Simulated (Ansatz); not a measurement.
**BrGaH4OSi: small, medium and large basis sets**

How large a basis does BrGaH4OSi need? Two functionals are run in growing sets.

Method: one geometry, several basis sets; program: Ansatz 0.2.0, Gaussian basis.

The runs, in order: PBE0-D4/def2-SVP; ωB97M-V/def2-SVP; PBE0-D4/def2-QZVPP; ωB97M-V/def2-QZVPP; the functionals' def2-TZVPP values are taken from earlier runs.

## (1) The relaxed structure

The geometry comes from an earlier relaxation with PBE0-D4 in a triple-zeta def2 set; it is a stationary point, not always the lowest conformer.

SMILES `[SiH3][O][GaH][Br]`, 8 atoms, charge 0, spin multiplicity 1.

Atoms are counted from 1 here; the program's logs count them from 0.

Bond lengths: Si1–O2 1.640 Å, Si1–H5 1.488 Å, Si1–H6 1.488 Å, Si1–H7 1.485 Å, O2–Ga3 1.768 Å, Ga3–Br4 2.282 Å, Ga3–H8 1.543 Å. Angles: O2–Si1–H5 111.0°, O2–Si1–H6 111.0°, O2–Si1–H7 108.0°, H5–Si1–H6 108.6°, H5–Si1–H7 109.1°, H6–Si1–H7 109.1°, Si1–O2–Ga3 137.3°, O2–Ga3–Br4 114.8°, O2–Ga3–H8 121.4°, Br4–Ga3–H8 123.8°.

Geometry (Å):

| atom | x (Å) | y (Å) | z (Å) |
| --- | --- | --- | --- |
| Si1 | 0.4471 | 1.3074 | -0.0660 |
| O2 | 0.5571 | -0.2233 | 0.5111 |
| Ga3 | -0.3114 | -1.7502 | 0.3149 |
| Br4 | -2.0881 | -1.6643 | -1.1146 |
| H5 | 0.5683 | 1.3282 | -1.5487 |
| H6 | -0.8517 | 1.9266 | 0.3124 |
| H7 | 1.5547 | 2.1009 | 0.5244 |
| H8 | 0.1240 | -3.0254 | 1.0665 |

## (2) PBE0-D4 in def2-SVP

Contents of in.yaml:

```yaml
crystal:
  periodic: [false, false, false]
  atoms:
    - {symbol: Si, position_ang: [0.447110, 1.307410, -0.065958]}
    - {symbol: O, position_ang: [0.557142, -0.223285, 0.511094]}
    - {symbol: Ga, position_ang: [-0.311437, -1.750154, 0.314886]}
    - {symbol: Br, position_ang: [-2.088148, -1.664273, -1.114622]}
    - {symbol: H, position_ang: [0.568310, 1.328198, -1.548656]}
    - {symbol: H, position_ang: [-0.851713, 1.926628, 0.312363]}
    - {symbol: H, position_ang: [1.554733, 2.100924, 0.524408]}
    - {symbol: H, position_ang: [0.123993, -3.025448, 1.066485]}
basis:
  gaussian: {orbitals: def2-SVP}
hamiltonian: {xc: pbe0, dispersion: d4}
output: {orbitals: {seedname: orbitals}}
```

Further steps of the session: ωB97M-V in def2-SVP; PBE0-D4 in def2-QZVPP; ωB97M-V in def2-QZVPP.

Before running them: what should the planned runs give, taken together? Wanted: PBE0-D4: double and triple zeta above quadruple; ωB97M-V: double and triple zeta above quadruple.

As calculated:

```
                                       quantity           value
PBE0-D4: double and triple zeta above quadruple  23.72, 3.03 eV
ωB97M-V: double and triple zeta above quadruple  23.60, 2.90 eV
```

**Reading.** PBE0-D4 gains 20.70 eV from double to triple zeta, then 3.03 eV more. Total energies overstate the basis error of differences, where much of it tends to cancel.
